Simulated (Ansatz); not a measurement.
# CH₅AlBFO: a ladder of functionals and wavefunction methods

The task here is to estimate one member of a computed series from the others.

Computed with Ansatz 0.2.0, Gaussian basis. Level: functionals in def2-TZVPP, the program's frozen cores in correlated methods.

Plan: PBE-D4, r2SCAN-D4, PBE0-D4, B3LYP-D4, ωB97X-V, ωB97M-V, B2PLYP; CCSD(T)/def2-TZVPP; MP2/def2-QZVPP; extrapolation to the limit.

## The relaxed structure

An earlier PBE0-D4 in a triple-zeta def2 set relaxation fixed the geometry.

SMILES `[CH3][Al]([F])[BH]O`, 10 atoms, charge 0, spin multiplicity 1.

Atoms are counted from 1 here; the program's logs count them from 0.

Bond lengths: C1–Al2 1.947 Å, C1–H6 1.093 Å, C1–H7 1.096 Å, C1–H8 1.094 Å, Al2–F3 1.663 Å, Al2–B4 2.150 Å, B4–O5 1.357 Å, B4–H9 1.209 Å, O5–H10 0.963 Å. Angles: Al2–C1–H6 111.8°, Al2–C1–H7 110.4°, Al2–C1–H8 112.1°, H6–C1–H7 106.9°, H6–C1–H8 108.4°, H7–C1–H8 107.0°, C1–Al2–F3 116.0°, C1–Al2–B4 128.2°, F3–Al2–B4 115.8°, Al2–B4–O5 117.8°, Al2–B4–H9 124.7°, O5–B4–H9 117.5°, B4–O5–H10 113.8°.

The first run:

in.yaml

```yaml
crystal:
  periodic: [false, false, false]
  atoms:
    - {symbol: C, position_ang: [0.383357, -1.813649, 0.632046]}
    - {symbol: Al, position_ang: [0.830680, -0.035317, -0.023639]}
    - {symbol: F, position_ang: [2.437406, 0.237243, -0.356654]}
    - {symbol: B, position_ang: [-0.484458, 1.637852, -0.331593]}
    - {symbol: O, position_ang: [-1.533925, 1.470042, -1.175519]}
    - {symbol: H, position_ang: [1.045418, -2.578569, 0.217112]}
    - {symbol: H, position_ang: [0.490833, -1.856411, 1.722070]}
    - {symbol: H, position_ang: [-0.649824, -2.088597, 0.402165]}
    - {symbol: H, position_ang: [-0.356531, 2.719732, 0.193629]}
    - {symbol: H, position_ang: [-2.079657, 2.256475, -1.276715]}
basis:
  gaussian: {orbitals: def2-TZVPP}
hamiltonian: {xc: pbe, dispersion: d4}
output: {forces: true, orbitals: {seedname: orbitals}}
```

Command:

```console
$ ansatz run in.yaml --threads 4 --pin off --events-out ev --progress --plain --max-ram 10444MiB
```

Among the steps run: PBE-D4 (GGA); r2SCAN-D4 (meta-GGA); PBE0-D4 (hybrid); B3LYP-D4 (hybrid); ωB97X-V (range-separated); ωB97M-V (range-separated); B2PLYP (double hybrid); CCSD(T) in def2-TZVPP; MP2 in def2-QZVPP.

One of the session's tables, all rows but one given; the rest of the session is left out.

```
            method  atomisation energy (eV)
            PBE-D4                   39.802
         r2SCAN-D4                   39.413
           PBE0-D4                   39.082
          B3LYP-D4                   39.165
           ωB97X-V                   39.273
           ωB97M-V                   39.340
            B2PLYP                   38.907
     HF/def2-TZVPP                   29.495
    MP2/def2-TZVPP                   39.188
   CCSD/def2-TZVPP                        ?
CCSD(T)/def2-TZVPP                   38.292
           MP2/CBS                   40.174
       CCSD(T)/CBS                   39.278
```

**Question.** Estimate the row for CCSD/def2-TZVPP.

**Answer.** atomisation energy (eV): 37.774. In the column «atomisation energy (eV)» it lies between HF/def2-TZVPP (29.495) and CCSD(T)/def2-TZVPP (38.292).
